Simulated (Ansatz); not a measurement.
# Rb: the cost of one run

Computed with the Python package of Ansatz 0.2.0. Level of theory: DFT r2SCAN, plane waves, PAW.

This is Rb in the fcc structure; at room conditions it is bcc.

## Step 1: The system

The structure is cubic, space group Fm-3m (No. 225). Conventional cell: a = 7.280 Å, b = 7.280 Å, c = 7.280 Å, α = 90.00°, β = 90.00°, γ = 90.00°.

The script holds or builds the structure itself.

## Step 2: Script

run_eos.py reads:

```python
"""Equation of state of Rb."""

import ansatz as az
import numpy as np
from pymatgen.analysis.eos import EOS

vectors0 = np.array([
    [0.0, 3.639885, 3.639885],
    [3.639885, 0.0, 3.639885],
    [3.639885, 3.639885, 0.0],
])
sites = [
    ("Rb", [0.0, 0.0, 0.0]),
]


def make_crystal(cell):
    crystal = az.Crystal(lattice=az.Lattice.of(cell))
    for symbol, position in sites:
        crystal = crystal.atom(symbol, position)
    return crystal


def main() -> None:
    # uniform scaling of the cell
    volumes, energies, pressures = [], [], []
    for scale in np.linspace(0.94, 1.06, 7):
        cell = vectors0 * scale ** (1 / 3)
        calculation = (
            make_crystal(cell).calculation()
            .functional("r2SCAN")
            .basis(550)
            .occupations("gaussian", width=0.15)  # smearing steadies the SCF of a metal
            .scf(extra_bands=12)
            .kpoints(6, 6, 6)
            .stress()
        )
        rep = calculation.run().report
        volumes.append(abs(np.linalg.det(cell)) / len(sites))
        energies.append(rep["free_energy_ev"] / len(sites))
        pressures.append(np.trace(rep["stress_gpa"]) / 3)
        print(f"V = {volumes[-1]:8.4f} A^3/atom  F = {energies[-1]:.5f} eV/atom  P = {pressures[-1]:8.3f} GPa")

    for form in ["murnaghan"]:
        fit = EOS(eos_name=form).fit(volumes, energies)
        print(f"{form:18s} V0 {fit.v0:8.4f} A^3/atom  B0 {fit.b0_GPa:7.1f} GPa  B1 {fit.b1:5.2f}")


if __name__ == "__main__":
    main()
```

## Step 3: The calls as engine input

The package turns the script's settings into the engine's input (first run):

```yaml
crystal:
  lattice:
    - [0.0, 3.5655807833221416, 3.5655807833221416]
    - [3.5655807833221416, 0.0, 3.5655807833221416]
    - [3.5655807833221416, 3.5655807833221416, 0.0]
  atoms:
    - { symbol: Rb, position: [0.0, 0.0, 0.0] }
basis:
  ecutwfc: 550.0
kpoints:
  mp_grid:
    grid: [6, 6, 6]
hamiltonian:
  xc: r2scan
scf:
  n_extra_bands: 12
  occupations:
    method: gaussian
    width: 0.15
output:
  stress: true
```

## Step 4: Launch

Run with:

```sh
$ python run_eos.py
```

What time and memory should one allow on 1 thread of Intel Xeon Platinum 8488C (Sapphire Rapids), shared host?

About 19 s, with a peak of 0.86 GiB.
